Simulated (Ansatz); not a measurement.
# CH7AlClNSi: the cost of one run

Program: the Python package of Ansatz 0.2.0. Level of theory: Hartree-Fock/6-31G*. These are calculated values, not measurements.

### 1 Starting point

Bond lengths: C1–Si2 1.806 Å, Si2–Cl3 2.081 Å, Si2–N4 1.796 Å, N4–Al5 1.855 Å, C1–H6 1.174 Å, C1–H7 1.087 Å, C1–H8 1.113 Å, Si2–H9 1.428 Å, N4–H10 1.070 Å, Al5–H11 1.578 Å, Al5–H12 1.623 Å. Angles (14 of 18 angles, heavy atoms first): C1–Si2–Cl3 109.0°, C1–Si2–N4 110.5°, Cl3–Si2–N4 109.1°, Si2–N4–Al5 110.7°, C1–Si2–H9 109.6°, Cl3–Si2–H9 109.1°, N4–Si2–H9 109.6°, Si2–C1–H6 110.5°, Si2–C1–H7 112.4°, Si2–C1–H8 110.8°, Si2–N4–H10 107.2°, Al5–N4–H10 111.9°, N4–Al5–H11 120.9°, N4–Al5–H12 118.2°.

No structure file is read: the coordinates are typed or built in the script.

### 2 Script

The input, run_torsion.py:

```python
"""Rigid torsion scan of CH7AlClNSi."""

import ansatz
from ase import Atoms

atoms = Atoms(["C", "Si", "Cl", "N", "Al", "H", "H", "H", "H", "H", "H", "H"], positions=[
    (-1.9024, 0.8397, -0.3216),
    (-0.1397, 0.4535, -0.4052),
    (0.9504, 2.1419, 0.1362),
    (0.2642, -0.8902, 0.7154),
    (1.9679, -1.5398, 0.3725),
    (-2.1601, 1.7394, -1.0296),
    (-2.5239, 0.0021, -0.6261),
    (-2.181, 1.2013, 0.6937),
    (0.2065, 0.0831, -1.7399),
    (0.1764, -0.5088, 1.7109),
    (2.1977, -3.0575, 0.006),
    (3.2209, -0.5198, 0.5217),
])

# relax first, so that the scan starts from a minimum
first = ansatz.Crystal.molecule_from_ase(atoms).calculation()
first = first.basis(gaussian="6-31G*")
first = first.functional("hf")
first = first.relax(force_tolerance=0.02, max_steps=80)
atoms.positions = first.run().report["positions_ang"]

start = atoms.get_dihedral(0, 1, 3, 4)
energies = {}
for turn in range(0, 360, 40):
    turned = atoms.copy()
    turned.set_dihedral(0, 1, 3, 4, start + turn, indices=[3, 4, 9, 10, 11])
    calculation = (
        ansatz.Crystal.molecule_from_ase(turned).calculation()
        .basis(gaussian="6-31G*")
        .functional("hf")
    )
    energies[round((start + turn) % 360)] = calculation.run().report["free_energy_ev"]
floor = min(energies.values())
print("dihedral C0-Si1-N3-Al4 (deg)   E - E(min) (kJ/mol)")
for angle, e in sorted(energies.items()):
    print(f"{angle:8d} {96.485332 * (e - floor):14.3f}  " + "#" * int(30 * (e - floor) / max(max(energies.values()) - floor, 1e-9)))
```

### 3 Launch

On the command line:

```sh
python run_torsion.py
```

What time and memory should one allow on 1 thread of Arm Neoverse V2, shared host?

About 1.8 min, with a peak of 0.29 GiB.
